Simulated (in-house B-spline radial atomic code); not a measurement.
# Se⁴⁺: ionisation energy by several methods

How far do functionals differ on the ionisation energy of Se⁴⁺? Each run solves Se⁴⁺ and then the next ion ([Ar] 3d10 4s1).

Program: in-house B-spline radial atomic code version 1. Level of theory: scalar-relativistic (X2C), several functionals, spin-polarised; spherical all-electron atom at the radial basis limit. These are calculated values, not measurements, unless marked.

## 1. The system

| Property | Result |
| --- | --- |
| element | selenium (Z = 34) |
| charge | +4 |
| electrons | 30 |
| configuration | [Ar] 3d10 4s2 |
| nucleus | Fermi, rms radius 4.140 fm |

Outer shells as boxes (Hund's rule):

[Ar] 3d10 4s2
```
[Ar] core
3d [↑↓][↑↓][↑↓][↑↓][↑↓]
4s [↑↓]
```

Where spins are not typed, each open shell is filled with up spins first.

## 2. fractional-occupation HF

The run's settings:

```ini
Z = 34
electrons = 30.0
configuration = [Ar] 3d10 4s2
hamiltonian = x2c
method = hf,
spin_polarised = True
nucleus = fermi
rms_radius = 4.14
mass_number = 80
atomic_mass = 79.916521761
speed_of_light = 137.035999084
```

## 3. BP86

Settings: those of step 2 with these lines changed.

```diff
@@ -4,3 +4,3 @@
 hamiltonian = x2c
-method = hf,
+method = b88,p86
 spin_polarised = True
```

## 4. RPBE

Settings: those of step 3 with these lines changed.

```diff
@@ -4,3 +4,3 @@
 hamiltonian = x2c
-method = b88,p86
+method = rpbe,pbe
 spin_polarised = True
```

## 5. CAM-B3LYP

Settings: those of step 4 with these lines changed.

```diff
@@ -4,3 +4,3 @@
 hamiltonian = x2c
-method = rpbe,pbe
+method = camb3lyp
 spin_polarised = True
```

## 6. r2SCAN

Settings: those of step 5 with these lines changed.

```diff
@@ -4,3 +4,3 @@
 hamiltonian = x2c
-method = camb3lyp
+method = r2scan
 spin_polarised = True
```

## 7. TPSS

Settings: those of step 6 with these lines changed.

```diff
@@ -4,3 +4,3 @@
 hamiltonian = x2c
-method = r2scan
+method = tpss,tpss
 spin_polarised = True
```

## 8. LDA (PW92)

Settings: those of step 7 with these lines changed.

```diff
@@ -4,3 +4,3 @@
 hamiltonian = x2c
-method = tpss,tpss
+method = lda,pw
 spin_polarised = True
```

## 9. revTPSS

Settings: those of step 8 with these lines changed.

```diff
@@ -4,3 +4,3 @@
 hamiltonian = x2c
-method = lda,pw
+method = revtpss,revtpss
 spin_polarised = True
```

## 10. B3LYP

Settings: those of step 9 with these lines changed.

```diff
@@ -4,3 +4,3 @@
 hamiltonian = x2c
-method = revtpss,revtpss
+method = b3lyp
 spin_polarised = True
```

## 11. TPSSh

Settings: those of step 10 with these lines changed.

```diff
@@ -4,3 +4,3 @@
 hamiltonian = x2c
-method = b3lyp
+method = tpssh
 spin_polarised = True
```

Q: The tabulated ionisation energy is 68.3 ± 0.1 eV (semi-empirical; NIST Atomic Spectra Database). What does each method give, and which comes nearest?

As calculated:

| method | rung | total energy (hartree) | ΔSCF (eV) | −ε highest (eV) | ΔSCF less tabulated (eV) |
| --- | --- | --- | --- | --- | --- |
| LDA (PW92) | LDA | -2422.4244 | 68.557 | 62.167 (4s up) | +0.257 |
| BP86 | GGA | -2426.3458 | 68.187 | 61.934 (4s up) | -0.113 |
| RPBE | GGA | -2425.9624 | 67.879 | 61.472 (4s up) | -0.421 |
| r2SCAN | meta-GGA | -2425.9879 | 67.531 | 61.993 (4s up) | -0.769 |
| TPSS | meta-GGA | -2425.9660 | 67.672 | 61.591 (4s up) | -0.628 |
| revTPSS | meta-GGA | -2425.3774 | 67.541 | 61.556 (4s up) | -0.759 |
| B3LYP | global hybrid | -2426.0688 | 68.203 | 63.028 (4s up) | -0.097 |
| TPSSh | global hybrid | -2425.9560 | 67.548 | 62.114 (4s up) | -0.752 |
| CAM-B3LYP | range-separated hybrid | -2426.1722 | 68.190 | 64.825 (4s up) | -0.110 |
| fractional-occupation HF | Hartree-Fock | -2424.3890 | 65.581 | 65.812 (4s up) | -2.719 |

What this shows: Against the tabulated ionisation energy, 68.3 ± 0.1 eV (semi-empirical; NIST Atomic Spectra Database), the best here is B3LYP (-0.097 eV) and the worst fractional-occupation HF (-2.719 eV, or 4.0 %). Mean absolute error by rung (exchange-only levels left out): LDA 0.26 eV, GGA 0.27 eV, meta-GGA 0.72 eV, global hybrid 0.42 eV, range-separated hybrid 0.11 eV. Relativistic terms that these runs lack can be as large as the gaps between close methods, so the nearest may be so by luck. Spin-orbit coupling is left out. For the semilocal functionals minus the highest level recovers only 91 to 92 % of their own ΔSCF value, a mark of self-interaction.
